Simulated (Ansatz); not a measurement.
# CH₇NSn: basis-set convergence

Aim: see how fast density functionals converge with the basis set for CH₇NSn.

The runs use Ansatz 0.2.0, Gaussian basis; one geometry, several basis sets.

The runs, in order: PBE0-D4/def2-SVP; ωB97M-V/def2-SVP; PBE0-D4/def2-QZVPP; ωB97M-V/def2-QZVPP; the functionals' def2-TZVPP values are taken from earlier runs.

## Step 1: The relaxed structure

All runs share one geometry, relaxed beforehand with PBE0-D4 in a triple-zeta def2 set. Sn takes the def2 core potential; no spin-orbit term is included.

SMILES `N[CH2][SnH3]`, 10 atoms, charge 0, spin multiplicity 1.

Atoms are counted from 1 here; the program's logs count them from 0.

Bond lengths: N1–C2 1.455 Å, N1–H4 1.012 Å, N1–H5 1.013 Å, C2–Sn3 2.157 Å, C2–H6 1.093 Å, C2–H7 1.099 Å, Sn3–H8 1.712 Å, Sn3–H9 1.712 Å, Sn3–H10 1.706 Å. Angles: C2–N1–H4 111.2°, C2–N1–H5 111.2°, H4–N1–H5 107.0°, N1–C2–Sn3 109.3°, N1–C2–H6 109.1°, N1–C2–H7 115.5°, Sn3–C2–H6 106.3°, Sn3–C2–H7 109.2°, H6–C2–H7 107.1°, C2–Sn3–H8 108.1°, C2–Sn3–H9 110.9°, C2–Sn3–H10 110.5°, H8–Sn3–H9 108.8°, H8–Sn3–H10 109.1°, H9–Sn3–H10 109.4°.

Geometry (Å):

```
N    -0.7043    0.2287   -1.4114
C    -0.3300    0.7488   -0.1055
Sn    0.8911   -0.7050    0.9182
H    -1.3002   -0.5844   -1.3250
H    -1.2190    0.9182   -1.9464
H     0.2963    1.6341   -0.2398
H    -1.1665    1.0396    0.5447
H     0.1123   -2.2259    0.8097
H     1.0732   -0.2938    2.5696
H     2.4299   -0.8114    0.1890
```

## Step 2: PBE0-D4 in def2-SVP

Contents of in.yaml:

```yaml
crystal:
  periodic: [false, false, false]
  atoms:
    - {symbol: N, position_ang: [-0.704267, 0.228672, -1.411401]}
    - {symbol: C, position_ang: [-0.329967, 0.748837, -0.105474]}
    - {symbol: Sn, position_ang: [0.891116, -0.705018, 0.918223]}
    - {symbol: H, position_ang: [-1.300212, -0.584412, -1.324952]}
    - {symbol: H, position_ang: [-1.219049, 0.918164, -1.946411]}
    - {symbol: H, position_ang: [0.296343, 1.634081, -0.239822]}
    - {symbol: H, position_ang: [-1.166504, 1.039616, 0.544654]}
    - {symbol: H, position_ang: [0.112264, -2.225911, 0.809673]}
    - {symbol: H, position_ang: [1.073242, -0.293767, 2.569646]}
    - {symbol: H, position_ang: [2.429933, -0.811361, 0.188963]}
basis:
  gaussian: {orbitals: def2-SVP}
hamiltonian: {xc: pbe0, dispersion: d4}
output: {orbitals: {seedname: orbitals}}
```

Command:

```sh
$ ansatz run in.yaml --threads 2 --pin off --events-out ev --progress --plain --max-ram 4352MiB
```

The log of the run:

```text
Functional definition: PBE0
  name "PBE0"
  cite "Adamo & Barone, J. Chem. Phys. 110, 6158 (1999) doi:10.1063/1.478522"
  cite "Perdew, Burke & Ernzerhof, Phys. Rev. Lett. 77, 3865 (1996) doi:10.1103/PhysRevLett.77.3865"
  parent pbe
  parameter a = 0.25
  parameter kappa = 0.804
  parameter beta = 0.06672455060314922
  exchange = (1 - a)*pbe_x(kappa = kappa, mu = beta*pi^2/3) + a*exact_x
  correlation = pbe_c(beta = beta)
1090 factors; their error is unknown
mean field evaluation 1: about -8460.8907 eV, gradient 4.8e1 eV
mean field evaluation 2: about -8456.2135 eV, gradient 6.5e1 eV
mean field evaluation 4: about -8466.2690 eV, gradient 7.0e-1 eV
mean field evaluation 8: about -8466.3321 eV, gradient 2.6e-1 eV
mean field -8466.33221082 eV, -311.1319700617 hartree, gradient 6.3e-5 eV, S^2 0.000000; 0 other end points of the search recorded, 0 dependent functions left out
reference -8466.33224234 eV, -311.1319712198 hartree; 21, 21 occupied and 68, 68 virtual orbitals, 1090 factors
Total energy: -8466.47430026 eV, -311.1371917521 hartree
```

Run time: 1 s. Hardware: 2 threads of Arm Neoverse V2, shared host.

## Step 3: ωB97M-V in def2-SVP

Changes to in.yaml since step 2:

```diff
@@ -15,3 +15,3 @@
   gaussian: {orbitals: def2-SVP}
-hamiltonian: {xc: pbe0, dispersion: d4}
+hamiltonian: {xc: {name: wB97M-V}}
 output: {orbitals: {seedname: orbitals}}
```

The command is unchanged.

The log of the run (excerpt; [...] marks lines left out):

```text
Functional definition: wB97M-V
  name "wB97M-V"
  cite "Mardirossian & Head-Gordon, J. Chem. Phys. 144, 214110 (2016) doi:10.1063/1.4952647"
  cite "Becke, J. Chem. Phys. 107, 8554 (1997) doi:10.1063/1.475007"
  cite "Vydrov & Van Voorhis, J. Chem. Phys. 133, 244103 (2010) doi:10.1063/1.3521275"
  # Of w^i u^j: cxij and so on, Table III.
[...]
  gx(w, u) = 1 - cx + cx01*u + cx10*w
  gss(w, u) = css00 + css04*u^4 + css10*w + css20*w^2 + css43*w^4*u^3
  gos(w, u) = cos00 + cos10*w + (cos20 + cos21*u)*w^2 + (cos60 + cos61*u)*w^6
[...]
      + integral(e_c_pw_mod_opposite_spin*gos(b97_w_opposite, b97_u_opposite)) + vv10(b, c)
1076 factors; their error is unknown
283 factors; integrals over basis functions are off by at most 7.0e-6 eV
[...]
mean field -8466.21403682 eV, -311.1276272471 hartree, gradient 1.9e-5 eV, S^2 0.000000; 0 other end points of the search recorded, 0 dependent functions left out
reference -8466.21408510 eV, -311.1276290213 hartree; 21, 21 occupied and 68, 68 virtual orbitals, 1076 factors
Total energy: -8466.21408510 eV, -311.1276290213 hartree
```

It took 4.6 s on 2 threads of Arm Neoverse V2, shared host; peak memory 0.25 GiB.

## Step 4: PBE0-D4 in def2-QZVPP

Changes to in.yaml since step 3:

```diff
@@ -14,4 +14,4 @@
 basis:
-  gaussian: {orbitals: def2-SVP}
-hamiltonian: {xc: {name: wB97M-V}}
+  gaussian: {orbitals: "def2-QZVPP.json"}
+hamiltonian: {xc: pbe0, dispersion: d4}
 output: {orbitals: {seedname: orbitals}}
```

Same command.

The log of the run:

```text
Functional definition: PBE0
  name "PBE0"
  cite "Adamo & Barone, J. Chem. Phys. 110, 6158 (1999) doi:10.1063/1.478522"
  cite "Perdew, Burke & Ernzerhof, Phys. Rev. Lett. 77, 3865 (1996) doi:10.1103/PhysRevLett.77.3865"
  parent pbe
  parameter a = 0.25
  parameter kappa = 0.804
  parameter beta = 0.06672455060314922
  exchange = (1 - a)*pbe_x(kappa = kappa, mu = beta*pi^2/3) + a*exact_x
  correlation = pbe_c(beta = beta)
1257 factors; their error is unknown
mean field evaluation 1: about -8461.6219 eV, gradient 6.2e1 eV
mean field evaluation 2: about -8449.6714 eV, gradient 9.2e1 eV
mean field evaluation 4: about -8469.8073 eV, gradient 3.8e0 eV
mean field evaluation 8: about -8469.8928 eV, gradient 3.4e-1 eV
mean field evaluation 16: about -8469.8929 eV, gradient 3.4e-5 eV
mean field -8469.89293530 eV, -311.2628242728 hartree, gradient 3.4e-5 eV, S^2 0.000000; 0 other end points of the search recorded, 0 dependent functions left out
reference -8469.89297950 eV, -311.2628258969 hartree; 21, 21 occupied and 385, 385 virtual orbitals, 1257 factors
Total energy: -8470.03503742 eV, -311.2680464292 hartree
```

Wall time 7 s (2 threads of Arm Neoverse V2, shared host); peak memory 0.98 GiB.

## Step 5: ωB97M-V in def2-QZVPP

Changes to in.yaml since step 4:

```diff
@@ -15,3 +15,3 @@
   gaussian: {orbitals: "def2-QZVPP.json"}
-hamiltonian: {xc: pbe0, dispersion: d4}
+hamiltonian: {xc: {name: wB97M-V}}
 output: {orbitals: {seedname: orbitals}}
```

The command is unchanged.

The log of the run (excerpt; [...] marks lines left out):

```text
Functional definition: wB97M-V
  name "wB97M-V"
  cite "Mardirossian & Head-Gordon, J. Chem. Phys. 144, 214110 (2016) doi:10.1063/1.4952647"
  cite "Becke, J. Chem. Phys. 107, 8554 (1997) doi:10.1063/1.475007"
  cite "Vydrov & Van Voorhis, J. Chem. Phys. 133, 244103 (2010) doi:10.1063/1.3521275"
  # Of w^i u^j: cxij and so on, Table III.
[...]
  gx(w, u) = 1 - cx + cx01*u + cx10*w
  gss(w, u) = css00 + css04*u^4 + css10*w + css20*w^2 + css43*w^4*u^3
  gos(w, u) = cos00 + cos10*w + (cos20 + cos21*u)*w^2 + (cos60 + cos61*u)*w^6
[...]
      + integral(e_c_pw_mod_opposite_spin*gos(b97_w_opposite, b97_u_opposite)) + vv10(b, c)
1240 factors; their error is unknown
344 factors; integrals over basis functions are off by at most 9.5e-6 eV
[...]
mean field -8469.97940698 eV, -311.2660020485 hartree, gradient 1.5e-5 eV, S^2 0.000000; 0 other end points of the search recorded, 0 dependent functions left out
reference -8469.97947724 eV, -311.2660046303 hartree; 21, 21 occupied and 385, 385 virtual orbitals, 1240 factors
Total energy: -8469.97947724 eV, -311.2660046303 hartree
```

It took 18 s on 2 threads of Arm Neoverse V2, shared host; peak memory 1.3 GiB.

## Step 6: Functionals by basis

The def2-TZVPP values come from earlier runs at the same geometry.

| functional | basis | functions | energy (eV) | from the largest (eV) | HOMO (eV) | LUMO (eV) |
| --- | --- | --- | --- | --- | --- | --- |
| PBE0-D4 | def2-SVP | 89 | -8466.4743 | 3.561 | -6.55 | 0.81 |
| PBE0-D4 | def2-TZVPP | 210 | -8469.8112 | 0.224 | -6.80 | 0.31 |
| PBE0-D4 | def2-QZVPP | 406 | -8470.0350 | 0.000 | -6.85 | 0.14 |
| ωB97M-V | def2-SVP | 89 | -8466.2141 | 3.765 | -8.87 | 2.45 |
| ωB97M-V | def2-TZVPP | 210 | -8469.7551 | 0.224 | -9.12 | 1.60 |
| ωB97M-V | def2-QZVPP | 406 | -8469.9795 | 0.000 | -9.17 | 1.24 |

## Step 7: Results

```
                                       quantity          value
PBE0-D4: double and triple zeta above quadruple  3.56, 0.22 eV
ωB97M-V: double and triple zeta above quadruple  3.77, 0.22 eV
```

In words: PBE0-D4 gains 3.34 eV from double to triple zeta, then 0.22 eV more. These are total energies; as a rule much of such shifts cancels in differences, which this series doesn't test. The LUMO of ωB97M-V is positive and keeps falling with the basis (2.45 to 1.24 eV): an unbound level that the basis holds in place.

For PBE0-D4 the largest set took about 7 times as long as the smallest (7 s against 1 s).
